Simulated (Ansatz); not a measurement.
# BeBH (triplet): wave-function methods side by side at distance B1–Be2 = 2.895 Å, cc-pVDZ

How much of the correlation energy of BeBH (triplet) does each wave-function method recover here?

Computed with Ansatz 0.2.0, Gaussian basis. Level: cc-pVDZ, core rule «outside noble gas», up to 2 orbitals frozen.

Plan: UHF; CCSD(T) on ROHF; CCSD(T) on UHF; BCCD(T) on ROHF; CISD; CCSDT(Q) on ROHF; CCSDT(Q) on UHF; CASSCF and MRCISD+Q, 4 electrons in 4 orbitals; CASSCF and NEVPT2, 4 electrons in 4 orbitals; CASSCF and MRCISD+Q, 6 electrons in 9 orbitals; CASSCF and NEVPT2, 6 electrons in 9 orbitals; Full CI.

23 further runs of the same task are left out: 10 for a known fault of the program, 11 that didn't finish, 2 set aside as unsound or not needed.

## Step 1: The system

The geometry derives from a PBE0/def2-TZVP stationary point (not a proven minimum). One bond is set to the value named and the two fragments are kept rigid.

3 atoms, charge 0, spin multiplicity 3.

Atoms are counted from 1 here; the program's logs count them from 0.

Bond lengths: B1–H3 1.189 Å.

## Step 2: UHF

in.yaml reads:

```yaml
crystal:
  periodic: [false, false, false]
  atoms:
    - {symbol: B, position_ang: [0.000000, 0.000000, 0.568535]}
    - {symbol: Be, position_ang: [0.000000, 0.000000, -2.326465]}
    - {symbol: H, position_ang: [0.000000, 0.000000, 1.757930]}
basis:
  gaussian: {orbitals: cc-pVDZ}
magnetization: {spin_polarized: true, initial_magnetization: 2}
hamiltonian: {xc: hf}
output: {orbitals: {seedname: orbitals}}
```

On the command line:

```console
$ ansatz run in.yaml --threads 1 --pin off --events-out ev --progress --plain --max-ram 2393MiB
```

The runs that follow: CCSD(T) on ROHF; CCSD(T) on UHF; BCCD(T) on ROHF; CISD; CCSDT(Q) on ROHF; CCSDT(Q) on UHF; CASSCF and MRCISD+Q, 4 electrons in 4 orbitals; CASSCF and NEVPT2, 4 electrons in 4 orbitals; CASSCF and MRCISD+Q, 6 electrons in 9 orbitals; CASSCF and NEVPT2, 6 electrons in 9 orbitals; Full CI.

Before running them: what should the planned runs give, taken together? Wanted: FCI below the RHF energy; RMP2 from FCI; UMP2 from FCI; RCCSD from FCI; RCCSD(T) from FCI; UCCSD(T) from FCI; RCCSDT(Q) from FCI; UCCSDT(Q) from FCI; NEVPT2 pair from FCI.

The runs gave:

| quantity | value |
| --- | --- |
| FCI below the RHF energy | -3.1670 eV |
| RMP2 from FCI | +110.2 kJ/mol |
| UMP2 from FCI | +100.9 kJ/mol |
| RCCSD from FCI | +10.6 kJ/mol |
| RCCSD(T) from FCI | +4.0 kJ/mol |
| UCCSD(T) from FCI | +3.9 kJ/mol |
| RCCSDT(Q) from FCI | +0.1 kJ/mol |
| UCCSDT(Q) from FCI | +0.1 kJ/mol |
| NEVPT2 pair from FCI | +85.1 kJ/mol |
| NEVPT2 valence from FCI | +41.8 kJ/mol |
| MRCISD+Q valence from FCI | +5.8 kJ/mol |
| levels within 1 kcal/mol (43 meV) | RCCSD(T), UCCSD(T), BCCD(T), RCCSDT, UCCSDT, RCCSDT(Q), UCCSDT(Q) |
| T1 diagnostic | 0.083 |
| effectively unpaired electrons | 2.16 |

What this shows: RCCSD(T) lands +4.0 kJ/mol from the yardstick (1.3 % of the correlation energy). The occupations are near whole numbers, but T1 = 0.083 shows that the orbitals relax strongly. Of the multireference levels listed MRCISD+Q valence comes nearest in total energy (+5.8 kJ/mol), which doesn't show that its space is the better one. These misses are within one basis, not against nature; the frozen cores of restricted and unrestricted runs differ, which can shift their rows.
